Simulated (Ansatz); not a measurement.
# CH8N2OZr: the cost of one run

Method: UKS PBE/def2-SVP, in Ansatz 0.2.0.

## 1. The starting structure

Bond lengths: Zr1–C2 2.747 Å, Zr1–O3 1.773 Å, Zr1–H4 2.065 Å, Zr1–N5 2.049 Å, Zr1–N6 2.044 Å, C2–H7 1.083 Å, C2–H8 1.112 Å, C2–H9 1.093 Å, N5–H10 1.028 Å, N5–H11 1.029 Å, N6–H12 1.030 Å, N6–H13 1.027 Å. Angles (14 of 22 angles, heavy atoms first): C2–Zr1–O3 68.0°, C2–Zr1–N5 117.2°, C2–Zr1–N6 127.7°, O3–Zr1–N5 110.7°, O3–Zr1–N6 114.0°, N5–Zr1–N6 110.4°, Zr1–C2–H7 141.0°, Zr1–C2–H8 76.8°, Zr1–C2–H9 104.2°, C2–Zr1–H4 29.7°, O3–Zr1–H4 38.2°, H4–Zr1–N5 119.5°, H4–Zr1–N6 128.9°, Zr1–N5–H10 117.9°.

As a file:

```xyz
13

Zr   -0.3837    0.1520    0.2027
C     1.6321   -1.1303   -1.1522
O     0.3812    1.2043   -1.0023
H     1.1085    0.1656   -1.2248
N     0.0302    0.8026    2.1007
N    -2.3989   -0.0734   -0.0507
H     2.6507   -0.9772   -1.4879
H     1.6646   -1.5999   -0.1450
H     1.1097   -1.7733   -1.8645
H    -0.7366    1.2165    2.6454
H     0.7901    1.4958    2.1301
H    -2.8072    0.3871   -0.8760
H    -3.0406    0.1302    0.7246
```

## 2. Pulling towards end A

Springs on the bonds that form and break draw the guess towards this end; the thresholds are loose.

input.yaml

```yaml
crystal:
  periodic: [false, false, false]
  atoms:
    - { symbol: Zr, position_ang: [-0.3837, 0.152, 0.2027] }
    - { symbol: C, position_ang: [1.6321, -1.1303, -1.1522] }
    - { symbol: O, position_ang: [0.3812, 1.2043, -1.0023] }
    - { symbol: H, position_ang: [1.1085, 0.1656, -1.2248] }
    - { symbol: "N", position_ang: [0.0302, 0.8026, 2.1007] }
    - { symbol: "N", position_ang: [-2.3989, -0.0734, -0.0507] }
    - { symbol: H, position_ang: [2.6507, -0.9772, -1.4879] }
    - { symbol: H, position_ang: [1.6646, -1.5999, -0.145] }
    - { symbol: H, position_ang: [1.1097, -1.7733, -1.8645] }
    - { symbol: H, position_ang: [-0.7366, 1.2165, 2.6454] }
    - { symbol: H, position_ang: [0.7901, 1.4958, 2.1301] }
    - { symbol: H, position_ang: [-2.8072, 0.3871, -0.876] }
    - { symbol: H, position_ang: [-3.0406, 0.1302, 0.7246] }
magnetization:
  spin_polarized: true
basis:
  gaussian: { orbitals: def2-SVP }
hamiltonian:
  xc: pbe
relax:
  f_tol: 0.15
  max_steps: 25
  restrain:
    - { distance: [3, 1], at: 2.37, k: 30.0 }
    - { distance: [0, 1], at: 2.51, k: 30.0 }
    - { distance: [3, 2], at: 0.97, k: 30.0 }
```

Command:

```console
$ ansatz run input.yaml --threads 4 --pin off --max-ram 5120MiB --backend cpu --events-out ev --progress --plain --runs-dir out
```

What time and memory should one allow on 4 threads of Arm Neoverse N1, shared host?

About 69 s, with a peak of 0.23 GiB.
